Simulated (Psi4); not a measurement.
# InCl2O (SMILES [O][In]([Cl])[Cl]): a chain of runs, part 2 of 2

Psi4 1.11. The steps go on from the part before.

## 5. The singlet anion: the energy at wB97X-D/def2-SVPD (density fitting, core potential) (run 4)

Input file job.py:

```python
import psi4

psi4.set_memory('1600 MB')
psi4.set_num_threads(1)
psi4.core.set_output_file('psi4.out', False)

mol = psi4.geometry("""
-1 1
O      0.615888     1.030866     1.695273
In     0.033714     0.019445     0.050712
Cl     0.749406    -2.175190    -0.255319
Cl    -1.342908     1.065854    -1.508194
symmetry c1
""")

e = psi4.energy('wb97x-d/def2-SVPD')
print('E =', round(e, 9))
```

Command:

```sh
$ python job.py
```

psi4.out:

```text
[...]
    !!!  WARNING: ECP capability is in beta. Please check occupations closely.  !!!
[...]
  Running in c1 symmetry.
[...]
  Nuclear repulsion =  282.395100203932145
[...]
  Multiplicity = 1
[...]
  Nalpha       = 32
  Nbeta        = 32
[...]
    Number of basis functions: 109
[...]
   @DF-RKS iter   1: -1185.08651340014399   -1.12711e+00   9.36470e-03 ADIIS/DIIS
[...]
   @DF-RKS iter  12: -1185.59958207764112   -1.68886e-08   1.93719e-07 DIIS
[...]
    Orbital Energies [Eh]
    ---------------------
    Doubly Occupied:
       1A   -101.523725     2A   -101.523674     3A    -19.019203
       4A     -9.428882     5A     -9.428826     6A     -7.179594
       7A     -7.179537     8A     -7.175130     9A     -7.175076
      10A     -7.174606    11A     -7.174552    12A     -4.642304
      13A     -3.047415    14A     -3.042042    15A     -3.036626
      16A     -0.772762    17A     -0.770095    18A     -0.759337
      19A     -0.718931    20A     -0.713728    21A     -0.703995
      22A     -0.692284    23A     -0.669212    24A     -0.361095
      25A     -0.294616    26A     -0.270750    27A     -0.266546
      28A     -0.258705    29A     -0.254087    30A     -0.175327
      31A     -0.135287    32A     -0.130521
[...]
  @DF-RKS Final Energy: -1185.59958207764112
   => Energetics <=
    Nuclear Repulsion Energy =            282.3951002039321452
    One-Electron Energy =               -2284.3396840625696314
    Two-Electron Energy =                 875.3530631600010565
    DFT Exchange-Correlation Energy =     -59.0072320678992668
    Empirical Dispersion Energy =          -0.0008293111053220
    VV10 Nonlocal Energy =                  0.0000000000000000
    Total Energy =                      -1185.5995820776408891
[...]
 Multipole Moments:
 ------------------------------------------------------------------------------------
     Multipole            Electronic (a.u.)      Nuclear  (a.u.)        Total (a.u.)
 ------------------------------------------------------------------------------------
 L = 1.  Multiply by 2.5417464519 to convert [e a0] to [Debye]
 Dipole X            :          3.6963021           -4.2509003           -0.5545982
 Dipole Y            :          6.4227485           -7.3849444           -0.9621959
 Dipole Z            :         10.4177644          -11.9842864           -1.5665220
 Magnitude           :                                                    1.9202581
[...]
```

Standard output:

```text
E = -1185.599582078
```

Wall time 6 s (1 thread of Intel Xeon 6975P-C (Granite Rapids), shared host); peak memory 0.58 GiB.

## 6. The singlet anion: a geometry optimisation at wB97X-D/def2-SVPD (density fitting, core potential) (run 5)

Input file cl2ino.xyz:

```xyz
4
Cl2InO
O      0.615888     1.030866     1.695273
In     0.033714     0.019445     0.050712
Cl     0.749406    -2.175190    -0.255319
Cl    -1.342908     1.065854    -1.508194
```

Input file calc.py:

```python
import psi4

psi4.set_memory(1600000000)
psi4.set_num_threads(1)
psi4.core.set_output_file('output.dat', False)

with open('cl2ino.xyz') as f:
    atoms = ''.join(f.readlines()[2:])
mol = psi4.geometry('-1 1\n' + atoms + 'symmetry c1')

psi4.set_options({
    'basis': 'def2-SVPD',
    'geom_maxiter': 50,
})

e_tot = psi4.optimize("wb97x-d", molecule=mol)
print(f'total energy {e_tot:.8f} hartree = {e_tot * 27.211386:.5f} eV')
mol.save_xyz_file('final.xyz', False)
```

Command:

```sh
$ python calc.py
```

output.dat, shortened:

```text
[...]
  Running in c1 symmetry.
[...]
  Nuclear repulsion =  282.395100203932145
[...]
  Multiplicity = 1
[...]
  Nalpha       = 32
  Nbeta        = 32
[...]
    Number of basis functions: 109
[...]
   @DF-RKS iter   1: -1185.08651340014399   -1.12711e+00   9.36470e-03 DIIS/ADIIS
[...]
   @DF-RKS iter  10: -1185.61660232885583   -1.22782e-11   3.57491e-09 DIIS
[...]
  @DF-RKS Final Energy: -1185.61660232885583
   => Energetics <=
    Nuclear Repulsion Energy =            278.3457157040692778
    One-Electron Energy =               -2276.4381164355222609
    Two-Electron Energy =                 871.4772311259034723
    DFT Exchange-Correlation Energy =     -59.0006177579330213
    Empirical Dispersion Energy =          -0.0008149653733786
    VV10 Nonlocal Energy =                  0.0000000000000000
    Total Energy =                      -1185.6166023288558335
[...]
 Multipole Moments:
 ------------------------------------------------------------------------------------
     Multipole            Electronic (a.u.)      Nuclear  (a.u.)        Total (a.u.)
 ------------------------------------------------------------------------------------
 L = 1.  Multiply by 2.5417464519 to convert [e a0] to [Debye]
 Dipole X            :          7.4550435           -7.7021944           -0.2471509
 Dipole Y            :         12.9560483          -13.3849180           -0.4288697
 Dipole Z            :         21.0618712          -21.7588976           -0.6970264
 Magnitude           :                                                    0.8549027
[...]
  -Total Gradient:
     Atom            X                  Y                   Z
    ------   -----------------  -----------------  -----------------
       1       -0.000746561061    -0.001300240006    -0.002114439221
       2       -0.000642919672    -0.001112613486    -0.001799579226
       3       -0.000685661869    -0.001308540952    -0.002018438701
       4       -0.000758953729    -0.001200938531    -0.002066343710
[...]
    Final optimized geometry and variables:
    Molecular point group: c1
    Full point group: C1
    Geometry (in Angstrom), charge = -1, multiplicity = 1:
    O            0.668475871655     1.161070901070     1.887325976163
    IN           0.121217022131     0.210647718189     0.342433908843
    CL           0.594261172313    -2.077404424643    -0.427559363203
    CL          -1.298331183783     0.854159550294    -1.560913144913
[...]
```

The script printed:

```text
Some dependencies such as QCElemental have not yet finished migration to pydantic v2. If issues are encountered please downgrade pydantic or upgrade QCElemental as appropriate
	Previous geometry is closer to target in internal coordinates, so using that one.

	Best geometry has RMS(Delta(q)) = 2.13e-05

	Energy has increased in a minimization.
	Energy ratio indicates iffy step.
	Intrafrag trust radius decreased to   0.25.
	Previous geometry is closer to target in internal coordinates, so using that one.

	Best geometry has RMS(Delta(q)) = 2.35e-03

	Energy has increased in a minimization.
	Energy ratio indicates iffy step.
	Intrafrag trust radius decreased to 0.0625.
Optimizer: Optimization complete!
total energy -1185.61660233 hartree = -32262.27101 eV
```

It took 49 s on 1 thread of Intel Xeon 6975P-C (Granite Rapids), shared host; peak memory 0.66 GiB.

Steps, from the record of the run:

```csv
step,energy from the first frame kept (eV),largest force (eV/Å)
0,0.0000,4.5201
1,-0.3519,0.7816
2,-0.4477,0.3154
3,-0.4645,0.2216
4,-0.4620,0.1605
5,-0.4514,0.2825
6,-0.4576,0.2246
7,-0.4631,0.1333
```

After the run. Bond lengths: O1–In2 1.895 Å, In2–Cl3 2.460 Å, In2–Cl4 2.460 Å. Angles: O1–In2–Cl3 131.8°, O1–In2–Cl4 131.8°, Cl3–In2–Cl4 96.4°.

## 7. Results

The summary covers parts 1 to 2.

| quantity | value |
| --- | --- |
| run 1, U-wB97X-D/def2-SVPD: total energy at the end | -1185.48428 Eh |
| run 1, U-wB97X-D/def2-SVPD: dipole moment | 0.23 D |
| run 1, U-wB97X-D/def2-SVPD: HOMO energy (highest over α and β) | -11.26 eV |
| run 1, U-wB97X-D/def2-SVPD: LUMO energy (lowest over α and β) | -2.89 eV |
| run 1, U-wB97X-D/def2-SVPD: dispersion energy | -2.18 kJ/mol |
| run 1, U-wB97X-D/def2-SVPD: ⟨S²⟩ | 0.757 |
| singlet cation, run 2: total energy | -1184.98089 Eh |
| singlet cation, run 2: HOMO energy | -17.00 eV |
| singlet cation, run 2: LUMO energy | -13.14 eV |
| singlet cation, run 2: HOMO–LUMO gap | 3.85 eV |
| singlet cation, run 2: dispersion energy | -2.18 kJ/mol |
| singlet anion, run 4: total energy | -1185.59958 Eh |
| singlet anion, run 4: HOMO energy | -3.55 eV |
| singlet anion, run 4: LUMO energy | 3.53 eV |
| singlet anion, run 4: HOMO–LUMO gap (to an unbound level, set by the basis) | 7.08 eV |
| singlet anion, run 4: dispersion energy | -2.18 kJ/mol |
| singlet anion, run 5: total energy at the end | -1185.61660 Eh |
| singlet anion, run 5: HOMO energy | -4.42 eV |
| singlet anion, run 5: LUMO energy | 3.41 eV |
| singlet anion, run 5: HOMO–LUMO gap (to an unbound level, set by the basis) | 7.84 eV |
| singlet anion, run 5: dispersion energy | -2.14 kJ/mol |
| singlet cation, run 3 | no result (stopped) |
| adiabatic electron affinity (to the singlet anion, no zero-point term) | 3.601 eV |

What this shows: The adiabatic electron affinity (to the singlet anion, no zero-point term) is 3.60 eV (83 kcal/mol). The optimisation (run 1, U-wB97X-D/def2-SVPD) took 7 steps and changed the energy by -0.028 eV. The optimisation (singlet anion, run 5) took 8 steps and changed the energy by -0.463 eV. 1 of the 5 runs did not end normally.
